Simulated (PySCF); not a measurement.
**CaBr at other levels of theory**

Aim: see what other levels and later steps give for CaBr.

Program: PySCF 2.14.0. Level of theory: method and basis as typed in the scripts. These are calculated values, not measurements.

3 further runs of the same task are left out: 3 that didn't finish.

### Step 1. Starting geometry

CaBr: 2 atoms, charge 0, spin multiplicity 2.

Bond lengths: Ca1–Br2 2.893 Å.

### Step 2. Base script

input.py reads:

```python
from pyscf import gto, scf, mp

mol = gto.M(
    atom='Ca 0 0 0; Br 0 0 2.893',
    basis='def2-svp',
    charge=0,
    spin=1,
    symmetry=True,
    verbose=4,
)
mf = scf.UHF(mol)
mf.kernel()
mp.MP2(mf, frozen=14).kernel()
mf.dip_moment()
print('orbital energies (hartree):', [e[max(0, n-3):n+3].round(4) for e, n in zip(mf.mo_energy, mol.nelec)])
```

Launch:

```
> OMP_NUM_THREADS=1 python input.py
```

### Step 3. Stability test

Variant 1 changes step after the SCF: mp2 → stability; point-group symmetry: on → off.

Changes to input.py since step 2:

```diff
@@ -1,2 +1,2 @@
-from pyscf import gto, scf, mp
+from pyscf import gto, scf
 
@@ -7,3 +7,2 @@
     spin=1,
-    symmetry=True,
     verbose=4,
@@ -12,3 +11,3 @@
 mf.kernel()
-mp.MP2(mf, frozen=14).kernel()
+mf.stability(internal=True, external=True)
 mf.dip_moment()
```

### Step 4. Pw6b95 (UKS)

Variant 2 changes functional: none (Hartree–Fock) → pw6b95; SCF type: UHF → UKS; step after the SCF: mp2 → analyze.

input.py reads:

```python
from pyscf import gto, dft

mol = gto.M(
    atom='Ca 0 0 0; Br 0 0 2.893',
    basis='def2-svp',
    charge=0,
    spin=1,
    symmetry=True,
    verbose=4,
)
mf = dft.UKS(mol, xc='pw6b95')
mf.kernel()
mf.analyze()
print('orbital energies (hartree):', [e[max(0, n-3):n+3].round(4) for e, n in zip(mf.mo_energy, mol.nelec)])
```

### Step 5. Population analysis

Variant 3 changes step after the SCF: mp2 → analyze.

input.py reads:

```python
from pyscf import gto, scf

mol = gto.M(
    atom='Ca 0 0 0; Br 0 0 2.893',
    basis='def2-svp',
    charge=0,
    spin=1,
    symmetry=True,
    verbose=4,
)
mf = scf.UHF(mol)
mf.kernel()
mf.analyze()
print('orbital energies (hartree):', [e[max(0, n-3):n+3].round(4) for e, n in zip(mf.mo_energy, mol.nelec)])
```

### Step 6. Geometry optimisation

Variant 4 changes step after the SCF: mp2 → optimize.

input.py reads:

```python
from pyscf import gto, scf
from pyscf.geomopt.geometric_solver import optimize

mol = gto.M(
    atom='Ca 0 0 0; Br 0 0 2.893',
    basis='def2-svp',
    charge=0,
    spin=1,
    symmetry=True,
    verbose=4,
)
mf = scf.UHF(mol)
mf.kernel()
mol_eq = optimize(mf, maxsteps=30)
print('optimised geometry (angstrom)')
print(mol_eq.tostring('raw'))
print('orbital energies (hartree):', [e[max(0, n-3):n+3].round(4) for e, n in zip(mf.mo_energy, mol.nelec)])
```

### Step 7. SCF alone

Variant 5 changes step after the SCF: mp2 → none.

Changes to input.py since step 2:

```diff
@@ -1,2 +1,2 @@
-from pyscf import gto, scf, mp
+from pyscf import gto, scf
 
@@ -12,3 +12,2 @@
 mf.kernel()
-mp.MP2(mf, frozen=14).kernel()
 mf.dip_moment()
```

### Step 8. Frequency run

Variant 6 changes step after the SCF: mp2 → frequency.

Changes to input.py since step 2:

```diff
@@ -1,2 +1,3 @@
-from pyscf import gto, scf, mp
+from pyscf import gto, scf
+from pyscf.hessian import thermo
 
@@ -12,3 +13,4 @@
 mf.kernel()
-mp.MP2(mf, frozen=14).kernel()
+hess = mf.Hessian().kernel()
+print('wavenumber (cm^-1) =', thermo.harmonic_analysis(mol, hess)['freq_wavenumber'].round(1))
 mf.dip_moment()
```

**Question.** What will these runs give? Wanted: for each run, E(SCF); from base; gap, α spin; SCF dipole; after the SCF.

**Answer**, as computed:

| run | E(SCF) (hartree) | from base (eV) | cycles | gap, α spin (eV) | SCF dipole (D) | after the SCF |
| --- | --- | --- | --- | --- | --- | --- |
| base | -3248.857994 | 0 | 12 | 7.52 | 6.13 | MP2 correlation -9.126 eV, core frozen |
| stability test | -3248.857994 | 0.0000 | 12 | 7.52 | 6.13 | stable |
| pw6b95 (UKS) | -3252.990506 | not comparable | 11 | 3.53 | 5.88 | n/a |
| population analysis | -3248.857994 | 0.0000 | 12 | 7.52 | 6.13 | n/a |
| geometry optimisation | -3248.857994 | 0.0000 | 12 | 7.52 | n/a | bond 2.675 Å, -0.138 eV |
| SCF alone | -3248.857994 | 0.0000 | 12 | 7.52 | 6.13 | n/a |
| frequency run | -3248.857994 | 0.0000 | 12 | 7.52 | 6.13 | highest mode 184 cm⁻¹ |

SCF columns refer to the geometry typed in the script.

A lower total energy from another functional means nothing by itself. The dearest run is “frequency run”, at 19 s against 1.6 s.
